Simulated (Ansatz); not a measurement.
**SiF₄ + H₂: a complex and its separated parts**

The complex below is one end of an elementary step. How strongly is it bound against its free parts?

The runs use Ansatz 0.2.0, Gaussian basis; PBE0-D4/def2-TZVP structures, single points in def2-TZVPP, no counterpoise correction.

Levels: SPW92, PBE-D4, BLYP-D4, r2SCAN-D4, B97M-V, PBE0-D4, B3LYP-D4, r2SCAN0-D4, BHLYP-D4, CAM-B3LYP-D4, wB97X-V, wB97M-V, B2PLYP, PBE-QIDH, RPA on PBE, Hartree-Fock, MP2, CCSD, CCSD(T).

Cores are frozen in the correlated methods. B3LYP uses VWN-RPA correlation. B2PLYP carries no dispersion term here.

94 further runs of the same task are left out: 94 set aside as unsound or not needed.

## Step 1: Where the work starts

The complex: 7 atoms, charge 0, spin multiplicity 1.

Atoms are counted from 1 here; the program's logs count them from 0.

Bond lengths: Si1–F2 1.562 Å, Si1–F3 1.562 Å, Si1–F4 1.562 Å, Si1–F5 1.562 Å, H6–H7 0.746 Å. Angles: F2–Si1–F3 109.7°, F2–Si1–F4 109.4°, F2–Si1–F5 109.4°, F3–Si1–F4 109.4°, F3–Si1–F5 109.4°, F4–Si1–F5 109.5°.

Coordinates:

```mol
F4H2Si
  3D, bonds by distance, orders not assigned

  7  5  0  0  0  0  0  0  0  0999 V2000
   -0.7079    0.5964    0.5769 Si  0  0
    0.5927   -0.0554    1.1450 F   0  0
   -0.8426    0.2640   -0.9431 F   0  0
   -0.6375    2.1453    0.7654 F   0  0
   -1.9476    0.0347    1.3431 F   0  0
    1.9806   -1.5387   -1.1381 H   0  0
    1.5625   -1.4462   -1.7493 H   0  0
  1  2  8  0
  1  3  8  0
  1  4  8  0
  1  5  8  0
  6  7  8  0
M  END
```

Its parts: SiF₄ holds atoms 1, 2, 3, 4, 5; H₂ holds atoms 6, 7. Each part counts its atoms afresh in its own runs.

## Step 2: Relaxing SiF₄ alone

Contents of relax-a/in.yaml:

```yaml
crystal:
  periodic: [false, false, false]
  atoms:
    - {symbol: Si, position_ang: [-0.707930, 0.596437, 0.576926]}
    - {symbol: F, position_ang: [0.592654, -0.055404, 1.144972]}
    - {symbol: F, position_ang: [-0.842597, 0.263982, -0.943070]}
    - {symbol: F, position_ang: [-0.637505, 2.145292, 0.765432]}
    - {symbol: F, position_ang: [-1.947622, 0.034708, 1.343130]}
basis:
  gaussian: {orbitals: def2-TZVP}
hamiltonian: {xc: pbe0, dispersion: d4}
relax: {f_tol: 0.005, max_steps: 200}
```

The run is started by

```bash
$ ansatz run in.yaml --threads 4 --pin off --events-out ev --progress --plain --max-ram 9574MiB
```

Standard output, cut to the lines that bear on the results:

```text
Functional definition: PBE0
  name "PBE0"
  cite "Adamo & Barone, J. Chem. Phys. 110, 6158 (1999) doi:10.1063/1.478522"
  cite "Perdew, Burke & Ernzerhof, Phys. Rev. Lett. 77, 3865 (1996) doi:10.1103/PhysRevLett.77.3865"
  parent pbe
[...]
892 factors; their error is unknown
[...]
mean field -18744.19942039 eV, -688.8366234248 hartree, gradient 5.7e-5 eV, S^2 0.000000; 0 other end points of the search recorded, 0 dependent functions left out
[...]
reference -18744.19943918 eV, -688.8366241150 hartree; 25, 25 occupied and 136, 136 virtual orbitals, 892 factors
[...]
reference -18744.19948339 eV, -688.8366257400 hartree; 25, 25 occupied and 136, 136 virtual orbitals, 892 factors
Total energy: -18744.27062131 eV, -688.8392400102 hartree
Atom 0 at    -0.708596     0.597000     0.577475 Å, force    -0.000045     0.000038     0.000037 eV/Å
Atom 1 at     0.592613    -0.055962     1.142841 Å, force     0.000020    -0.000057    -0.000165 eV/Å
Atom 2 at    -0.840732     0.262998    -0.942435 Å, force     0.000150    -0.000087     0.000026 eV/Å
Atom 3 at    -0.638096     2.145762     0.765911 Å, force    -0.000053     0.000068     0.000047 eV/Å
Atom 4 at    -1.948189     0.035216     1.343598 Å, force    -0.000071     0.000038     0.000055 eV/Å
Dipole moment:     0.000009    -0.000007    -0.000007 e Å
```

It took 11 s on 4 threads of Intel Xeon at 2.50GHz, shared host.

The steps of the relaxation:

| step | energy from step 1 (eV) | largest force component (eV/Å) |
| --- | --- | --- |
| 1 | 0.0000 | 0.0161 |
| 2 | 0.0000 | 0.0123 |
| 3 | 0.0000 | 0.0002 |

Close pairs (by a distance rule), those that changed most:

| bond | before (Å) | after (Å) | change (Å) |
| --- | --- | --- | --- |
| Si1–F5 | 1.562 | 1.562 | -0.000 |
| Si1–F4 | 1.562 | 1.562 | -0.000 |
| Si1–F3 | 1.562 | 1.562 | +0.000 |
| Si1–F2 | 1.562 | 1.562 | +0.000 |

## Step 3: Relaxing H₂ alone

Contents of relax-b/in.yaml:

```yaml
crystal:
  periodic: [false, false, false]
  atoms:
    - {symbol: H, position_ang: [1.980608, -1.538678, -1.138114]}
    - {symbol: H, position_ang: [1.562493, -1.446237, -1.749277]}
basis:
  gaussian: {orbitals: def2-TZVP}
hamiltonian: {xc: pbe0, dispersion: d4}
relax: {f_tol: 0.005, max_steps: 200}
```

The run is started by

```bash
$ ansatz run in.yaml --threads 4 --pin off --events-out ev --progress --plain --max-ram 9574MiB
```

Standard output, cut to the lines that bear on the results:

```text
[... 5 set-up lines as earlier in the session ...]
[...]
88 factors; their error is unknown
[...]
mean field -31.78865241 eV, -1.1682114288 hartree, gradient 1.8e-5 eV, S^2 0.000000; 0 other end points of the search recorded, 0 dependent functions left out
[...]
relax step   1: F+E_penalty+E_count = -31.79025899 eV  Δ(F+E_penalty+E_count) = +0.000e0 eV  max|allowed force component| = 3.875e-3 eV/Å  Δτ_max = 0.0000 Å  (15 SCF iters, accepted)
Total energy: -31.79027485 eV, -1.1682710526 hartree
Atom 0 at     1.980608    -1.538678    -1.138114 Å, force    -0.002651     0.000586    -0.003875 eV/Å
Atom 1 at     1.562493    -1.446237    -1.749277 Å, force     0.002651    -0.000586     0.003875 eV/Å
Dipole moment:    -0.000000     0.000000    -0.000000 e Å
```

It took 0.26 s on 4 threads of Intel Xeon at 2.50GHz, shared host.

The bond:

| bond | before (Å) | after (Å) | change (Å) |
| --- | --- | --- | --- |
| H1–H2 | 0.746 | 0.746 | -0.000 |

## Step 4: SPW92/def2-TZVPP

Contents of parta/in.yaml:

```yaml
crystal:
  periodic: [false, false, false]
  atoms:
    - {symbol: Si, position_ang: [-0.708596, 0.597000, 0.577475]}
    - {symbol: F, position_ang: [0.592613, -0.055962, 1.142841]}
    - {symbol: F, position_ang: [-0.840732, 0.262998, -0.942435]}
    - {symbol: F, position_ang: [-0.638096, 2.145762, 0.765911]}
    - {symbol: F, position_ang: [-1.948189, 0.035216, 1.343598]}
basis:
  gaussian: {orbitals: def2-TZVPP}
hamiltonian: {xc: lda}
```

Contents of partb/in.yaml:

```yaml
crystal:
  periodic: [false, false, false]
  atoms:
    - {symbol: H, position_ang: [1.980608, -1.538678, -1.138114]}
    - {symbol: H, position_ang: [1.562493, -1.446237, -1.749277]}
basis:
  gaussian: {orbitals: def2-TZVPP}
hamiltonian: {xc: lda}
```

The same command starts each run, in its folder.

The run is started by

```bash
$ ansatz run in.yaml --threads 4 --pin off --events-out ev --progress --plain --max-ram 9574MiB
```

Output in parta, cut to the lines that bear on the results:

```text
Functional definition: SPW92
  name "SPW92"
  cite "Dirac, Proc. Camb. Phil. Soc. 26, 376 (1930) doi:10.1017/S0305004100016108"
  cite "Slater, Phys. Rev. 81, 385 (1951) doi:10.1103/PhysRev.81.385"
  cite "Perdew & Wang, Phys. Rev. B 45, 13244 (1992) doi:10.1103/PhysRevB.45.13244"
[...]
912 factors; their error is unknown
[...]
mean field -18657.80466375 eV, -685.6616746786 hartree, gradient 5.6e-5 eV, S^2 0.000000; 0 other end points of the search recorded, 0 dependent functions left out
reference -18657.80468906 eV, -685.6616756089 hartree; 25, 25 occupied and 141, 141 virtual orbitals, 912 factors
Total energy: -18657.80468906 eV, -685.6616756089 hartree
```

partb printed, cut to the lines that bear on the results:

```text
[... 5 set-up lines as earlier in the session ...]
[...]
118 factors; their error is unknown
[...]
mean field -30.93535404 eV, -1.1368532921 hartree, gradient 4.4e-5 eV, S^2 0.000000; 0 other end points of the search recorded, 0 dependent functions left out
reference -30.93537472 eV, -1.1368540520 hartree; 1, 1 occupied and 27, 27 virtual orbitals, 118 factors
Total energy: -30.93537472 eV, -1.1368540520 hartree
```

Wall times: 1.1 s (parta), 0.2 s (partb) on 4 threads of Intel Xeon at 2.50GHz, shared host.

## Step 5: PBE-D4/def2-TZVPP

The same edit goes into each in.yaml of step 4 (parta, partb):

```diff
-hamiltonian: {xc: lda}
+hamiltonian: {xc: pbe, dispersion: d4}
```

One command serves all of them, each in its own folder.

The run is started by

```bash
$ ansatz run in.yaml --threads 4 --pin off --events-out ev --progress --plain --max-ram 9574MiB
```

Output in parta, cut to the lines that bear on the results:

```text
Functional definition: PBE
  name "PBE"
[... 2 set-up lines as earlier in the session ...]
[...]
912 factors; their error is unknown
[...]
mean field -18743.43649360 eV, -688.8085863823 hartree, gradient 6.4e-5 eV, S^2 0.000000; 0 other end points of the search recorded, 0 dependent functions left out
reference -18743.43652178 eV, -688.8085874177 hartree; 25, 25 occupied and 141, 141 virtual orbitals, 912 factors
Total energy: -18743.52291933 eV, -688.8117624691 hartree
```

Log of partb, cut to the lines that bear on the results:

```text
[... 4 set-up lines as earlier in the session ...]
[...]
118 factors; their error is unknown
[...]
mean field -31.73223558 eV, -1.1661381487 hartree, gradient 3.1e-5 eV, S^2 0.000000; 0 other end points of the search recorded, 0 dependent functions left out
reference -31.73225726 eV, -1.1661389453 hartree; 1, 1 occupied and 27, 27 virtual orbitals, 118 factors
Total energy: -31.73427652 eV, -1.1662131517 hartree
```

Wall times: 1.4 s (parta), 0.25 s (partb) on 4 threads of Intel Xeon at 2.50GHz, shared host.

## Step 6: BLYP-D4/def2-TZVPP

The same edit goes into each in.yaml of step 5 (parta, partb):

```diff
-hamiltonian: {xc: pbe, dispersion: d4}
+hamiltonian: {xc: {name: BLYP}, dispersion: d4}
```

Each run has its own folder and the same command.

The run is started by

```bash
$ ansatz run in.yaml --threads 4 --pin off --events-out ev --progress --plain --max-ram 9574MiB
```

Log of parta, cut to the lines that bear on the results:

```text
Functional definition: BLYP
  name "BLYP"
  cite "Becke, Phys. Rev. A 38, 3098 (1988) doi:10.1103/PhysRevA.38.3098"
  cite "Lee, Yang & Parr, Phys. Rev. B 37, 785 (1988) doi:10.1103/PhysRevB.37.785"
[...]
912 factors; their error is unknown
[...]
mean field -18757.11133040 eV, -689.3111273654 hartree, gradient 8.1e-5 eV, S^2 0.000000; 0 other end points of the search recorded, 0 dependent functions left out
reference -18757.11157702 eV, -689.3111364287 hartree; 25, 25 occupied and 141, 141 virtual orbitals, 912 factors
Total energy: -18757.30980705 eV, -689.3184212478 hartree
```

partb printed, cut to the lines that bear on the results:

```text
[... 4 set-up lines as earlier in the session ...]
[...]
118 factors; their error is unknown
[...]
mean field -31.82604815 eV, -1.1695856970 hartree, gradient 8.3e-5 eV, S^2 0.000000; 0 other end points of the search recorded, 0 dependent functions left out
reference -31.82624058 eV, -1.1695927686 hartree; 1, 1 occupied and 27, 27 virtual orbitals, 118 factors
Total energy: -31.83113856 eV, -1.1697727662 hartree
```

They took 1.6 s (parta), 0.2 s (partb) on 4 threads of Intel Xeon at 2.50GHz, shared host.

## Step 7: r2SCAN-D4/def2-TZVPP

Each input of step 6 (parta, partb) changes in the same lines:

```diff
-hamiltonian: {xc: {name: BLYP}, dispersion: d4}
+hamiltonian: {xc: r2scan, dispersion: d4}
```

Each run has its own folder and the same command.

The run is started by

```bash
$ ansatz run in.yaml --threads 4 --pin off --events-out ev --progress --plain --max-ram 9574MiB
```

Log of parta, cut to the lines that bear on the results:

```text
Functional definition: r2SCAN
  name "r2SCAN"
  cite "Furness, Kaplan, Ning, Perdew & Sun, J. Phys. Chem. Lett. 11, 8208 (2020) doi:10.1021/acs.jpclett.0c02405"
  cite "Furness, Kaplan, Ning, Perdew & Sun, J. Phys. Chem. Lett. 11, 9248 (2020) doi:10.1021/acs.jpclett.0c03077"
  parent r2scan
[...]
912 factors; their error is unknown
[...]
mean field -18752.93410340 eV, -689.1576171048 hartree, gradient 1.2e-5 eV, S^2 0.000000; 0 other end points of the search recorded, 0 dependent functions left out
reference -18752.93411088 eV, -689.1576173796 hartree; 25, 25 occupied and 141, 141 virtual orbitals, 912 factors
Total energy: -18752.95350163 eV, -689.1583299765 hartree
```

Log of partb, cut to the lines that bear on the results:

```text
[... 5 set-up lines as earlier in the session ...]
[...]
118 factors; their error is unknown
[...]
mean field -31.87203775 eV, -1.1712757837 hartree, gradient 4.1e-5 eV, S^2 0.000000; 0 other end points of the search recorded, 0 dependent functions left out
reference -31.87204437 eV, -1.1712760269 hartree; 1, 1 occupied and 27, 27 virtual orbitals, 118 factors
Total energy: -31.87254576 eV, -1.1712944527 hartree
```

Wall times: 3.3 s (parta), 0.65 s (partb) on 4 threads of Intel Xeon at 2.50GHz, shared host.

## Step 8: B97M-V/def2-TZVPP

The same edit goes into each in.yaml of step 7 (parta, partb):

```diff
-hamiltonian: {xc: r2scan, dispersion: d4}
+hamiltonian: {xc: {name: B97M-V}}
```

One command serves all of them, each in its own folder.

The run is started by

```bash
$ ansatz run in.yaml --threads 4 --pin off --events-out ev --progress --plain --max-ram 9574MiB
```

Log of parta, cut to the lines that bear on the results:

```text
Functional definition: B97M-V
  name "B97M-V"
  cite "Mardirossian & Head-Gordon, J. Chem. Phys. 142, 074111 (2015) doi:10.1063/1.4907719"
  cite "Becke, J. Chem. Phys. 107, 8554 (1997) doi:10.1063/1.475007"
  cite "Vydrov & Van Voorhis, J. Chem. Phys. 133, 244103 (2010) doi:10.1063/1.3521275"
  # Of w^i u^j: cxij and so on, Table III.
[...]
  gx(w, u) = cx00 + cx01*u + cx02*u^2 + (cx10 + cx11*u)*w
[...]
  gos(w, u) = cos00 + cos01*u + cos03*u^3 + cos10*w + cos32*w^3*u^2
[...]
      + integral(e_c_pw_mod_opposite_spin*gos(b97_w_opposite, b97_u_opposite)) + vv10(b, c)
912 factors; their error is unknown
[...]
mean field -18752.00798629 eV, -689.1235829287 hartree, gradient 6.4e-5 eV, S^2 0.000000; 0 other end points of the search recorded, 0 dependent functions left out
reference -18752.00802730 eV, -689.1235844357 hartree; 25, 25 occupied and 141, 141 virtual orbitals, 912 factors
Total energy: -18752.00802730 eV, -689.1235844357 hartree
```

partb printed, cut to the lines that bear on the results:

```text
[... 5 set-up lines as earlier in the session ...]
  # Of w^i u^j: cxij and so on, Table III.
[...]
  gx(w, u) = cx00 + cx01*u + cx02*u^2 + (cx10 + cx11*u)*w
  gss(w, u) = css00 + css02*u^2 + css10*w + (css32*w^3 + css42*w^4)*u^2
  gos(w, u) = cos00 + cos01*u + cos03*u^3 + cos10*w + cos32*w^3*u^2
[...]
      + integral(e_c_pw_mod_opposite_spin*gos(b97_w_opposite, b97_u_opposite)) + vv10(b, c)
118 factors; their error is unknown
[...]
mean field -31.90525590 eV, -1.1724965280 hartree, gradient 8.2e-6 eV, S^2 0.000000; 0 other end points of the search recorded, 0 dependent functions left out
reference -31.90528558 eV, -1.1724976189 hartree; 1, 1 occupied and 27, 27 virtual orbitals, 118 factors
Total energy: -31.90528558 eV, -1.1724976189 hartree
```

They took 4.1 s (parta), 0.35 s (partb) on 4 threads of Intel Xeon at 2.50GHz, shared host.

## Step 9: PBE0-D4/def2-TZVPP

The same edit goes into each in.yaml of step 8 (parta, partb):

```diff
-hamiltonian: {xc: {name: B97M-V}}
+hamiltonian: {xc: pbe0, dispersion: d4}
+output: {orbitals: {seedname: orbitals}}
```

Each run has its own folder and the same command.

The run is started by

```bash
$ ansatz run in.yaml --threads 4 --pin off --events-out ev --progress --plain --max-ram 9574MiB
```

Output in parta, cut to the lines that bear on the results:

```text
[... 5 set-up lines as earlier in the session ...]
[...]
915 factors; their error is unknown
[...]
mean field -18744.20665013 eV, -688.8368891127 hartree, gradient 2.1e-5 eV, S^2 0.000000; 0 other end points of the search recorded, 0 dependent functions left out
reference -18744.20666893 eV, -688.8368898037 hartree; 25, 25 occupied and 141, 141 virtual orbitals, 915 factors
Total energy: -18744.27780685 eV, -688.8395040741 hartree
```

Output in partb, cut to the lines that bear on the results:

```text
[... 5 set-up lines as earlier in the session ...]
[...]
118 factors; their error is unknown
[...]
mean field -31.79610498 eV, -1.1684853059 hartree, gradient 5.5e-5 eV, S^2 0.000000; 0 other end points of the search recorded, 0 dependent functions left out
reference -31.79612097 eV, -1.1684858936 hartree; 1, 1 occupied and 27, 27 virtual orbitals, 118 factors
Total energy: -31.79772756 eV, -1.1685449344 hartree
```

Times: 2.2 s (parta), 0.2 s (partb) on 4 threads of Intel Xeon at 2.50GHz, shared host.

## Step 10: B3LYP-D4/def2-TZVPP

Each input of step 9 (parta, partb) changes in the same lines:

```diff
-hamiltonian: {xc: pbe0, dispersion: d4}
-output: {orbitals: {seedname: orbitals}}
+hamiltonian: {xc: {name: B3LYP}, dispersion: d4}
```

The same command starts each run, in its folder.

The run is started by

```bash
$ ansatz run in.yaml --threads 4 --pin off --events-out ev --progress --plain --max-ram 9574MiB
```

Log of parta, cut to the lines that bear on the results:

```text
Functional definition: B3LYP
  name "B3LYP"
  cite "Stephens, Devlin, Chabalowski & Frisch, J. Phys. Chem. 98, 11623 (1994) doi:10.1021/j100096a001"
[... 2 set-up lines as earlier in the session ...]
  cite "Vosko, Wilk & Nusair, Can. J. Phys. 58, 1200 (1980) doi:10.1139/p80-159"
[...]
915 factors; their error is unknown
[...]
mean field -18758.37440034 eV, -689.3575443298 hartree, gradient 1.7e-5 eV, S^2 0.000000; 0 other end points of the search recorded, 0 dependent functions left out
reference -18758.37457503 eV, -689.3575507496 hartree; 25, 25 occupied and 141, 141 virtual orbitals, 915 factors
Total energy: -18758.51538374 eV, -689.3627253742 hartree
```

Output in partb, cut to the lines that bear on the results:

```text
[... 6 set-up lines as earlier in the session ...]
[...]
118 factors; their error is unknown
[...]
mean field -32.10921763 eV, -1.1799919834 hartree, gradient 4.6e-5 eV, S^2 0.000000; 0 other end points of the search recorded, 0 dependent functions left out
reference -32.10935973 eV, -1.1799972057 hartree; 1, 1 occupied and 27, 27 virtual orbitals, 118 factors
Total energy: -32.11251088 eV, -1.1801130080 hartree
```

Times: 2.5 s (parta), 0.2 s (partb) on 4 threads of Intel Xeon at 2.50GHz, shared host.

## Step 11: r2SCAN0-D4/def2-TZVPP

Each input of step 10 (parta, partb) changes in the same lines:

```diff
-hamiltonian: {xc: {name: B3LYP}, dispersion: d4}
+hamiltonian: {xc: {name: r2SCAN0}, dispersion: d4}
```

The same command starts each run, in its folder.

The run is started by

```bash
$ ansatz run in.yaml --threads 4 --pin off --events-out ev --progress --plain --max-ram 9574MiB
```

parta printed, cut to the lines that bear on the results:

```text
Functional definition: r2SCAN0
  name "r2SCAN0"
  cite "Bursch, Neugebauer, Ehlert & Grimme, J. Chem. Phys. 156, 134105 (2022) doi:10.1063/5.0086040"
[... 3 set-up lines as earlier in the session ...]
[...]
915 factors; their error is unknown
[...]
mean field -18751.41365232 eV, -689.1017415579 hartree, gradient 1.0e-5 eV, S^2 0.000000; 0 other end points of the search recorded, 0 dependent functions left out
reference -18751.41365775 eV, -689.1017417576 hartree; 25, 25 occupied and 141, 141 virtual orbitals, 915 factors
Total energy: -18751.43636095 eV, -689.1025760848 hartree
```

partb printed, cut to the lines that bear on the results:

```text
[... 6 set-up lines as earlier in the session ...]
[...]
118 factors; their error is unknown
[...]
mean field -31.85184774 eV, -1.1705338144 hartree, gradient 1.4e-5 eV, S^2 0.000000; 0 other end points of the search recorded, 0 dependent functions left out
reference -31.85185286 eV, -1.1705340028 hartree; 1, 1 occupied and 27, 27 virtual orbitals, 118 factors
Total energy: -31.85239425 eV, -1.1705538983 hartree
```

Wall times: 3.6 s (parta), 0.4 s (partb) on 4 threads of Intel Xeon at 2.50GHz, shared host.

## Step 12: BHLYP-D4/def2-TZVPP

Each input of step 11 (parta, partb) changes in the same lines:

```diff
-hamiltonian: {xc: {name: r2SCAN0}, dispersion: d4}
+hamiltonian: {xc: {name: BHLYP}, dispersion: d4}
```

The same command starts each run, in its folder.

The run is started by

```bash
$ ansatz run in.yaml --threads 4 --pin off --events-out ev --progress --plain --max-ram 9574MiB
```

Log of parta, cut to the lines that bear on the results:

```text
Functional definition: BHLYP
  name "BHLYP"
  cite "Becke, J. Chem. Phys. 98, 1372 (1993) doi:10.1063/1.464304"
[... 2 set-up lines as earlier in the session ...]
[...]
1010 factors; their error is unknown
[...]
mean field -18754.28651221 eV, -689.2073172117 hartree, gradient 3.8e-6 eV, S^2 0.000000; 0 other end points of the search recorded, 0 dependent functions left out
reference -18754.28662354 eV, -689.2073213032 hartree; 25, 25 occupied and 141, 141 virtual orbitals, 1010 factors
Total energy: -18754.38849973 eV, -689.2110651841 hartree
```

Output in partb, cut to the lines that bear on the results:

```text
[... 5 set-up lines as earlier in the session ...]
[...]
118 factors; their error is unknown
[...]
mean field -31.83802577 eV, -1.1700258665 hartree, gradient 5.6e-5 eV, S^2 0.000000; 0 other end points of the search recorded, 0 dependent functions left out
reference -31.83812134 eV, -1.1700293784 hartree; 1, 1 occupied and 27, 27 virtual orbitals, 118 factors
Total energy: -31.83986496 eV, -1.1700934553 hartree
```

Wall times: 2.7 s (parta), 0.2 s (partb) on 4 threads of Intel Xeon at 2.50GHz, shared host.

[end of part 1 of 2]
